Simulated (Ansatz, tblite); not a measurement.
# B8P8 wurtzite off sphere (B8P8H22): rung by rung

Aim: run the singlet of B8P8 wurtzite off sphere (B8P8H22) at one geometry on many levels, and compare frontier levels, spin and run time.

Computed with Ansatz 0.2.0, Gaussian basis. Level: as each input shows.

Plan: GFN1-xTB, GFN2-xTB, PBE-D4/def2-TZVP, r2SCAN-D4/def2-TZVP, PBE-D4/def2-SVP, PBE0-D4/def2-SVP.

1 further run of the same task is left out (set aside as unsound or not needed).

### Step 1. The geometry

The geometry is that of the singlet, from an earlier relaxation (PBE-D4/def2-SVP).

38 atoms, charge 0, spin multiplicity 1.

Bond lengths: B1–P2 1.963 Å, B1–P3 1.959 Å, B1–H17 1.223 Å, B1–H18 1.223 Å, P2–B5 1.951 Å, P2–H19 1.429 Å, P2–H20 1.429 Å, P3–B4 1.959 Å, P3–B11 1.963 Å, P3–H21 1.431 Å, B4–P6 1.990 Å, B4–P7 1.959 Å, B4–H22 1.222 Å, B5–P6 1.966 Å, B5–P12 1.966 Å, B5–H23 1.220 Å, P6–B9 1.966 Å, P6–H24 1.431 Å and more. Angles: P2–B1–P3 104.2°, P2–B1–H17 108.9°, P2–B1–H18 109.1°, P3–B1–H17 109.3°, P3–B1–H18 109.9°, H17–B1–H18 114.9°, B1–P2–B5 115.6°, B1–P2–H19 112.0°, B1–P2–H20 112.0°, B5–P2–H19 108.8°, B5–P2–H20 107.8°, H19–P2–H20 99.3°, B1–P3–B4 112.4°, B1–P3–B11 111.0°, B1–P3–H21 107.7°, B4–P3–B11 111.0°, B4–P3–H21 107.2°, B11–P3–H21 107.3° and more.

PBE0-D4/def2-TZVP was run before; its log isn't repeated, and its numbers join the tables.

### Step 2. GFN1-xTB

Tight binding, by tblite at 300 K electronic temperature and without a spin-polarisation term:

```python
tblite.interface.Calculator('GFN1-xTB', numbers, positions, charge=0, uhf=0).singlepoint()
```

Energy -1201.4663 eV, HOMO -10.55 eV, LUMO -5.48 eV; 0.17 s.

### Step 3. GFN2-xTB

Tight binding, by tblite at 300 K electronic temperature and without a spin-polarisation term:

```python
tblite.interface.Calculator('GFN2-xTB', numbers, positions, charge=0, uhf=0).singlepoint()
```

Energy -1127.0672 eV, HOMO -9.79 eV, LUMO -5.37 eV; 0.088 s.

### Step 4. PBE-D4/def2-TZVP

start.molden holds the orbitals of an earlier run on this state, given as this run's starting guess.

Contents of in.yaml:

```yaml
crystal:
  periodic: [false, false, false]
  atoms:
    - {symbol: B, position_ang: [0.435110, -3.505843, -1.035915]}
    - {symbol: P, position_ang: [0.425095, -3.411995, 0.924794]}
    - {symbol: P, position_ang: [0.432330, -1.631420, -1.605547]}
    - {symbol: B, position_ang: [-1.179530, -0.679047, -1.027495]}
    - {symbol: B, position_ang: [0.421632, -1.614997, 1.684114]}
    - {symbol: P, position_ang: [-1.134599, -0.655581, 0.961481]}
    - {symbol: P, position_ang: [-1.197225, 1.194094, -1.602214]}
    - {symbol: B, position_ang: [-2.817366, 2.134744, -1.029282]}
    - {symbol: B, position_ang: [-1.185104, 1.170634, 1.687389]}
    - {symbol: P, position_ang: [-2.739912, 2.074308, 0.931243]}
    - {symbol: B, position_ang: [2.052714, -0.707113, -0.993321]}
    - {symbol: P, position_ang: [1.984582, -0.641451, 0.994214]}
    - {symbol: P, position_ang: [1.962767, 1.133920, -1.626865]}
    - {symbol: B, position_ang: [0.414930, 2.132629, -0.989958]}
    - {symbol: B, position_ang: [2.052344, 1.181779, 1.708640]}
    - {symbol: P, position_ang: [0.439496, 2.037327, 0.997380]}
    - {symbol: H, position_ang: [-0.596626, -4.044737, -1.411669]}
    - {symbol: H, position_ang: [1.464851, -4.052404, -1.405383]}
    - {symbol: H, position_ang: [-0.659190, -4.152089, 1.489544]}
    - {symbol: H, position_ang: [1.518993, -4.127882, 1.500783]}
    - {symbol: H, position_ang: [0.445943, -1.612749, -3.036018]}
    - {symbol: H, position_ang: [-2.182943, -1.257326, -1.416326]}
    - {symbol: H, position_ang: [0.409081, -1.615779, 2.903916]}
    - {symbol: H, position_ang: [-2.304340, -1.330783, 1.432856]}
    - {symbol: H, position_ang: [-1.175699, 1.199049, -3.032701]}
    - {symbol: H, position_ang: [-3.801262, 1.513429, -1.406081]}
    - {symbol: H, position_ang: [-2.773922, 3.300679, -1.395793]}
    - {symbol: H, position_ang: [-1.190845, 1.158000, 2.907178]}
    - {symbol: H, position_ang: [-3.922627, 1.503922, 1.495347]}
    - {symbol: H, position_ang: [-2.812618, 3.378176, 1.510468]}
    - {symbol: H, position_ang: [3.060862, -1.265472, -1.394837]}
    - {symbol: H, position_ang: [3.136922, -1.350338, 1.453704]}
    - {symbol: H, position_ang: [1.968121, 1.138721, -3.056439]}
    - {symbol: H, position_ang: [3.179954, 1.835572, -1.373288]}
    - {symbol: H, position_ang: [0.436081, 3.285568, -1.389480]}
    - {symbol: H, position_ang: [1.987929, 1.143123, 2.929280]}
    - {symbol: H, position_ang: [3.040708, 1.752392, 1.256998]}
    - {symbol: H, position_ang: [0.403360, 3.388949, 1.459273]}
basis:
  gaussian: {orbitals: def2-TZVP, fitting: {mean_field: def2-universal-jkfit}, initial_orbitals: start.molden}
hamiltonian: {xc: pbe, dispersion: d4}
scf: {omitted_lower_state_checks: [starts]}
output: {orbitals: {seedname: orbitals}}
```

On the command line:

```
$ ansatz run in.yaml --threads 2 --pin off --events-out ev --progress --plain --max-ram 32768MiB --backend cuda --devices 0, --max-vram 18GiB
```

What it wrote:

```text
Functional definition: PBE
  name "PBE"
  cite "Perdew, Burke & Ernzerhof, Phys. Rev. Lett. 77, 3865 (1996) doi:10.1103/PhysRevLett.77.3865"
  parent pbe
  parameter kappa = 0.804
  parameter beta = 0.06672455060314922
  exchange = pbe_x(kappa = kappa, mu = beta*pi^2/3)
  correlation = pbe_c(beta = beta)
these checks for a lower state are left out or cut short: starts
2020 factors; integrals over basis functions are off by at most 5.6e-1 eV
mean field evaluation 1: about -80045.7686 eV, gradient 2.1e1 eV
mean field evaluation 2: about -80046.1492 eV, gradient 4.6e-1 eV
mean field evaluation 4: about -80046.1615 eV, gradient 1.5e-3 eV
mean field -80046.16149627 eV, -2941.6421777509 hartree, gradient 2.2e-5 eV, S^2 0.000000; 0 other end points of the search recorded, 0 dependent functions left out
reference -80046.16158815 eV, -2941.6421811275 hartree; 91, 91 occupied and 585, 585 virtual orbitals, 2020 factors
Total energy: -80048.68722290 eV, -2941.7349964927 hartree
Checks for a lower state left out: starts
```

It took 8 s on 1 × H100 (card shared with other runs) with 2 threads of AMD EPYC 7R13, shared host; peak host memory 1 GiB.

Report: HOMO -6.11 eV, LUMO -1.72 eV.

### Step 5. r2SCAN-D4/def2-TZVP

in.yaml, as its differences from that of step 4:

```diff
@@ -43,4 +43,4 @@
   gaussian: {orbitals: def2-TZVP, fitting: {mean_field: def2-universal-jkfit}, initial_orbitals: start.molden}
-hamiltonian: {xc: pbe, dispersion: d4}
+hamiltonian: {xc: r2scan, dispersion: d4}
 scf: {omitted_lower_state_checks: [starts]}
-output: {orbitals: {seedname: orbitals}}
+output: {forces: true, orbitals: {seedname: orbitals}}
```

Same command.

What it wrote (excerpt; [...] marks lines left out):

```text
Functional definition: r2SCAN
  name "r2SCAN"
  cite "Furness, Kaplan, Ning, Perdew & Sun, J. Phys. Chem. Lett. 11, 8208 (2020) doi:10.1021/acs.jpclett.0c02405"
  cite "Furness, Kaplan, Ning, Perdew & Sun, J. Phys. Chem. Lett. 11, 9248 (2020) doi:10.1021/acs.jpclett.0c03077"
  parent r2scan
[...]
2020 factors; integrals over basis functions are off by at most 5.6e-1 eV
[...]
mean field -80081.58290555 eV, -2942.9438905326 hartree, gradient 1.1e-5 eV, S^2 0.000000; 0 other end points of the search recorded, 0 dependent functions left out
[...]
reference -80081.58293241 eV, -2942.9438915195 hartree; 91, 91 occupied and 585, 585 virtual orbitals, 2020 factors
Total energy: -80082.28624255 eV, -2942.9697376904 hartree
Atom 0 at     0.435110    -3.505843    -1.035915 Å, force    -0.001985    -0.206635    -0.161554 eV/Å
[...]
Atom 29 at    -2.812618     3.378176     1.510468 Å, force     0.021929    -0.355137    -0.167483 eV/Å
Atom 30 at     3.060862    -1.265472    -1.394837 Å, force    -0.333588     0.189046     0.135497 eV/Å
Atom 31 at     3.136922    -1.350338     1.453704 Å, force    -0.296159     0.181876    -0.117051 eV/Å
Atom 32 at     1.968121     1.138721    -3.056439 Å, force    -0.007645    -0.004848     0.390054 eV/Å
Atom 33 at     3.179954     1.835572    -1.373288 Å, force    -0.336562    -0.193990    -0.063109 eV/Å
Atom 34 at     0.436081     3.285568    -1.389480 Å, force    -0.003237    -0.383622     0.134791 eV/Å
Atom 35 at     1.987929     1.143123     2.929280 Å, force     0.022527     0.013525    -0.408361 eV/Å
Atom 36 at     3.040708     1.752392     1.256998 Å, force    -0.324036    -0.187068     0.145437 eV/Å
Atom 37 at     0.403360     3.388949     1.459273 Å, force     0.009002    -0.347219    -0.117676 eV/Å
Dipole moment:     0.001171     0.000322     0.108962 e Å
Checks for a lower state left out: starts
```

Run time: 13 s. Hardware: 1 × H100 (card shared with other runs) with 2 threads of AMD EPYC 7R13, shared host; peak host memory 1.1 GiB.

From the report: HOMO -6.31 eV, LUMO -1.48 eV.

### Step 6. PBE-D4/def2-SVP

in.yaml, as its differences from that of step 5:

```diff
@@ -42,5 +42,5 @@
 basis:
-  gaussian: {orbitals: def2-TZVP, fitting: {mean_field: def2-universal-jkfit}, initial_orbitals: start.molden}
-hamiltonian: {xc: r2scan, dispersion: d4}
+  gaussian: {orbitals: def2-SVP, initial_orbitals: start.molden}
+hamiltonian: {xc: pbe, dispersion: d4}
 scf: {omitted_lower_state_checks: [starts]}
-output: {forces: true, orbitals: {seedname: orbitals}}
+output: {orbitals: {seedname: orbitals}}
```

Launched as before.

What it wrote:

```text
Functional definition: PBE
  name "PBE"
  cite "Perdew, Burke & Ernzerhof, Phys. Rev. Lett. 77, 3865 (1996) doi:10.1103/PhysRevLett.77.3865"
  parent pbe
  parameter kappa = 0.804
  parameter beta = 0.06672455060314922
  exchange = pbe_x(kappa = kappa, mu = beta*pi^2/3)
  correlation = pbe_c(beta = beta)
these checks for a lower state are left out or cut short: starts
4164 factors; their error is unknown
mean field evaluation 1: about -80014.4426 eV, gradient 1.4e1 eV
mean field evaluation 2: about -80014.9518 eV, gradient 4.1e-1 eV
mean field evaluation 4: about -80014.8824 eV, gradient 1.1e-3 eV
mean field -80014.88240936 eV, -2940.4926925085 hartree, gradient 1.8e-5 eV, S^2 0.000000; 0 other end points of the search recorded, 0 dependent functions left out
reference -80014.88247514 eV, -2940.4926949263 hartree; 91, 91 occupied and 275, 275 virtual orbitals, 4164 factors
Total energy: -80017.40810990 eV, -2940.5855102916 hartree
Checks for a lower state left out: starts
```

It took 9 s on 1 × H100 (card shared with other runs) with 2 threads of AMD EPYC 7R13, shared host; peak host memory 1.1 GiB.

From the report: HOMO -6.04 eV, LUMO -1.41 eV.

### Step 7. PBE0-D4/def2-SVP

in.yaml, as its differences from that of step 6:

```diff
@@ -43,3 +43,3 @@
   gaussian: {orbitals: def2-SVP, initial_orbitals: start.molden}
-hamiltonian: {xc: pbe, dispersion: d4}
+hamiltonian: {xc: pbe0, dispersion: d4}
 scf: {omitted_lower_state_checks: [starts]}
```

Launched as before.

What it wrote:

```text
Functional definition: PBE0
  name "PBE0"
  cite "Adamo & Barone, J. Chem. Phys. 110, 6158 (1999) doi:10.1063/1.478522"
  cite "Perdew, Burke & Ernzerhof, Phys. Rev. Lett. 77, 3865 (1996) doi:10.1103/PhysRevLett.77.3865"
  parent pbe
  parameter a = 0.25
  parameter kappa = 0.804
  parameter beta = 0.06672455060314922
  exchange = (1 - a)*pbe_x(kappa = kappa, mu = beta*pi^2/3) + a*exact_x
  correlation = pbe_c(beta = beta)
these checks for a lower state are left out or cut short: starts
4204 factors; their error is unknown
mean field evaluation 1: about -80023.4051 eV, gradient 8.6e0 eV
mean field evaluation 2: about -80023.6531 eV, gradient 1.8e-1 eV
mean field evaluation 4: about -80024.2390 eV, gradient 2.9e-4 eV
mean field -80024.23895873 eV, -2940.8365393560 hartree, gradient 1.3e-5 eV, S^2 0.000000; 0 other end points of the search recorded, 0 dependent functions left out
reference -80024.23900898 eV, -2940.8365412026 hartree; 91, 91 occupied and 275, 275 virtual orbitals, 4204 factors
Total energy: -80026.47091468 eV, -2940.9185622241 hartree
Checks for a lower state left out: starts
```

Run time: 9.6 s. Hardware: 1 × H100 (card shared with other runs) with 2 threads of AMD EPYC 7R13, shared host; peak host memory 1.1 GiB.

HOMO -7.13 eV, LUMO -0.64 eV.

### Step 8. Comparison

```tsv
level	functions	HOMO (eV)	LUMO (eV)	gap (eV)	time
PBE-D4/def2-SVP	366	-6.04	-1.41	4.63	9 s
PBE-D4/def2-TZVP	676	-6.11	-1.72	4.39	8 s
r2SCAN-D4/def2-TZVP	676	-6.31	-1.48	4.83	13 s
PBE0-D4/def2-SVP	366	-7.13	-0.64	6.49	9.6 s
PBE0-D4/def2-TZVP	676	-7.14	-0.93	6.21	95 s
```

### Step 9. Binding energy

Free atoms were run apart at each level; binding is atoms less cluster, divided by the number of atoms, without zero-point or spin-orbit terms.

```tsv
level	binding an atom (eV)
PBE-D4/def2-SVP	3.624
PBE-D4/def2-TZVP	3.608
r2SCAN-D4/def2-TZVP	3.562
PBE0-D4/def2-SVP	3.599
PBE0-D4/def2-TZVP	3.581
```

### Step 10. Summary of results

```
                                                 quantity                                 value
gap in def2-TZVP, named functionals, smallest and largest   4.39 eV (PBE-D4), 6.21 eV (PBE0-D4)
                binding an atom, functionals in def2-TZVP  3.56 (r2SCAN-D4) to 3.61 eV (PBE-D4)
          PBE0 total energy, smallest basis above largest        30.79 eV (def2-SVP, def2-TZVP)
```

Orbital gaps of the named functionals in def2-TZVP span 4.39 eV (PBE-D4) to 6.21 eV (PBE0-D4); exact exchange widens it.

The slowest run with a step of its own, r2SCAN-D4/def2-TZVP, took 13 s; the quickest functional in def2-TZVP took 8 s (shared host).
